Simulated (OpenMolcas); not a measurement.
# Ni³⁺ with 6 ligands (fluoride): CASSCF and CASPT2 levels and susceptibility

Aim: the ligand-field states of Ni³⁺ in this surrounding, its lowest levels with spin-orbit coupling and its magnetic susceptibility.

Program: OpenMolcas 26.06. Level of theory: state-averaged CASSCF and CASPT2, spin-orbit coupling by RASSI with atomic mean-field integrals. These are calculated values, not measurements, unless marked.

## 1. The system

- Species: Ni³⁺ (nickel, Z = 28, 25 electrons)
- Basis: ANO-RCC-VDZP [5s4p2d1f], 118 functions with the ligands
- Scalar Hamiltonian: DKH2, point nucleus
- Inactive shells: 1s 2s 2p 3s 3p of the metal, and all ligand shells
- Active space: 7 electrons in 5 orbitals (3d)
- Some configurations of this space: 3d7
- Orbitals: optimised for each spin and parity, averaged over all roots

Outer shells as boxes (Hund's rule):

3d7
```
3d [↑↓][↑↓][↑ ][↑ ][↑ ]
```

Ni³⁺ is taken with 6 ligands (fluoride) in tetragonal octahedron coordination (D4h) at 1.81 Å, the axial distance 1.683 Å. A charge of +0.5 e stands 3.2 Å behind each ligand. Ligand basis ANO-RCC-VDZP. The distances are assumed, not relaxed.

```xyz
7

Ni    0.0000    0.0000    0.0000
F     1.8100    0.0000    0.0000
F     0.0000    1.8100    0.0000
F    -1.8100    0.0000    0.0000
F     0.0000   -1.8100    0.0000
F     0.0000    0.0000    1.6833
F     0.0000    0.0000   -1.6833
```

Each step is its own input file, run in one work folder so that later steps find the files of earlier ones. Labels, J, g values, rates, χT and fits are worked out afterwards by a script from the matrices that RASSI stores. The input lists half of the charges; inversion (Group=XYZ) makes the rest.

## 2. Basis and integrals

a.inp reads:

```
&GATEWAY
Coord
7

Ni 0.0 0.0 0.0
F 1.810000 0.000000 0.000000
F 0.000000 1.810000 0.000000
F -1.810000 0.000000 0.000000
F 0.000000 -1.810000 0.000000
F 0.000000 0.000000 1.683300
F 0.000000 0.000000 -1.683300
Basis=Ni.ANO-RCC-VDZP,F.ANO-RCC-VDZP
Group=XYZ
NoMove
AngMom=0.0 0.0 0.0
AMFI
RICD
XField
3 Angstrom 0
5.010000 0.000000 0.000000 0.500000
0.000000 5.010000 0.000000 0.500000
0.000000 0.000000 4.883300 0.500000
&SEWARD
```

Started as:

```console
$ OMP_NUM_THREADS=1 MOLCAS_MEM=2457 MOLCAS_PROJECT=a pymolcas a.inp > a.log
```

## 3. Reference wave functions, quartets of even parity, 10 roots

a.inp reads:

```
&RASSCF
FileOrb=start.orb
Symmetry=1
Spin=4
nActEl=7 0 0
Inactive=18 21
Ras2=5 0
CIRoot=10 10 1
SDav=10
CIMx=300
Iter=150 100
PrWF=0.3
OrbListing=Nothing
MaxOrb=0
LevShft=1.0
>>> COPY $Project.JobIph JOB001
```

start.orb holds start orbitals that the driver prepared beforehand, or those of the step before.

## 4. CASSCF: doublets of even parity, 40 roots

a.inp reads:

```
&RASSCF
FileOrb=start.orb
Symmetry=1
Spin=2
nActEl=7 0 0
Inactive=18 21
Ras2=5 0
CIRoot=40 40 1
SDav=40
CIMx=300
Iter=150 100
PrWF=0.3
OrbListing=Nothing
MaxOrb=0
LevShft=1.0
>>> COPY $Project.JobIph JOB002
```

## 5. State interaction with spin-orbit coupling

a.inp reads:

```
&RASSI
NrOfJobIphs=2 10 40
1 2 3 4 5 6 7 8 9 10
1 2 3 4 5 6 7 8 9 10 11 12 13 14 15 16 17 18 19 20 21 22 23 24 25 26 27
28 29 30 31 32 33 34 35 36 37 38 39 40
IphNames
JOB001
JOB002
EJob
SpinOrbit
DIPRint=1.0
SOCoupling=1000.0
Subsets=2
Property=9
'ANGMOM' 1 'ANGMOM' 2 'ANGMOM' 3 'MLTPL  1' 1 'MLTPL  1' 2 'MLTPL  1' 3
'AMFI' 1 'AMFI' 2 'AMFI' 3
SOProperty=3
'ANGMOM' 1 'ANGMOM' 2 'ANGMOM' 3
```

## 6. CASPT2: IPEA 0.25, imaginary shift 0.1 (closed shells correlated: 3s 3p of the metal, with ligand shells; the Frozen line counts the rest)

a.inp reads:

```
>>> COPY JOB001 $Project.JobIph
&CASPT2
Multistate=10 1 2 3 4 5 6 7 8 9 10
NoMult
Frozen=5 6
IPEA=0.25
Imaginary=0.1
MaxIter=60
WThr=0.0 0.3 0.05
PrWF=0.5
NoMix
>>> COPY JOB002 $Project.JobIph
&CASPT2
Multistate=40 1 2 3 4 5 6 7 8 9 10 11 12 13 14 15 16 17 18 19 20 21 22
23 24 25 26 27 28 29 30 31 32 33 34 35 36 37 38 39 40
NoMult
Frozen=5 6
IPEA=0.25
Imaginary=0.1
MaxIter=60
WThr=0.0 0.3 0.05
PrWF=0.5
NoMix
```

(Steps that only read results are left out.)

**Question.** What will these runs give? Wanted: spin-free ground state; first state of the same spin within the active space; lowest level; next level.

The runs gave:

```
                                            quantity                                                                                                                                          value
                                              method  SS-CASPT2, IPEA 0.25, imaginary shift 0.1 (closed shells correlated: 3s 3p of the metal, with ligand shells; the Frozen line counts the rest)
                              spin-free ground state                                                                                                                2B1, 1-fold in its orbital part
first state of the same spin within the active space                                                                                                                               2A1 at 6630 cm⁻¹
                                        lowest level                                                                                                              2-fold E3/2, g = 2.12, 2.12, 2.27
                                          next level                                                                                                                                    3891.9 cm⁻¹
                                         χT at 300 K                                                                                                                                 0.48 cm³ K/mol
                           effective moment at 300 K                                                                                                                                        1.96 μB
```

Cost by method:

```
                                              method  time of its own steps  time with the reference
                                           A. CASSCF                   16 s                     16 s
B. SS-CASPT2, IPEA 0.25, imaginary shift 0.1, +3s 3p                1.7 min                  1.9 min
```

Times are of one thread on a shared host.

The spin-free ground state (2B1) is 1-fold and has less than the highest spin computed. χT at 300 K is 0.48, against 0.38 cm³ K/mol for the spin alone, so orbital moment adds to it. With metal d orbitals alone active, the gaps between spin states are rough; where two lie within a few thousand cm-1, their order is open. With one d shell, CASPT2 may overshoot the field of a late 3d ion.
